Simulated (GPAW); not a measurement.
Crystal: Sn3Te.

```
CELL_PARAMETERS angstrom
4.86562 0.00000 0.00000
0.00000 4.86562 0.00000
0.00000 0.00000 4.86562
ATOMIC_POSITIONS crystal
Te 0.00000 0.00000 0.00000
Sn 0.00000 0.50000 0.50000
Sn 0.50000 0.00000 0.50000
Sn 0.50000 0.50000 0.00000
```

The cell comes from a database or a generator and needn't be the stable form of this composition.

```yaml
Program: GPAW 26.7.0
Task: relaxation of cell and atoms
Functional: PBEsol
Dispersion: D4
Potentials_or_basis: PAW data sets generated in the run's folder for this functional
Cutoff: 600 eV
Basis: pw
k_mesh: 6 × 6 × 6
Occupations: fermi-dirac, width 0.05 eV
Spin: no spin polarisation
```

At the start: pressure -4.0 GPa; volume 28.80 Å³/atom.

Task: How do energy, volume and symmetry change on relaxing?

Result: Over 4 steps the energy falls by 31.8 meV/atom and the volume is 26.38 Å³/atom (-8.4 %); space group Pm-3m (No. 221, to 0.05 Å).

The path:
```tsv
step	energy change (eV)	largest force (eV/Å)	pressure (GPa)	volume (Å³)
1	0.0000	0.0000	-3.96	115.19
2	-0.0206	0.0000	-3.67	114.31
3	-0.1260	0.0000	0.42	104.67
4	-0.1271	0.0000	-0.04	105.54
```

Final structure:
```
Te Sn
1.0
     4.72577    0.00000    0.00000
     0.00000    4.72577    0.00000
     0.00000    0.00000    4.72577
Te Sn
1 3
Direct
  0.00000 0.00000 0.00000
  0.00000 0.50000 0.50000
  0.50000 0.00000 0.50000
  0.50000 0.50000 0.00000
```

Caveat: later steps reuse the first step's grids; pairwise dispersion overbinds metals, which lowers pressure and volume.
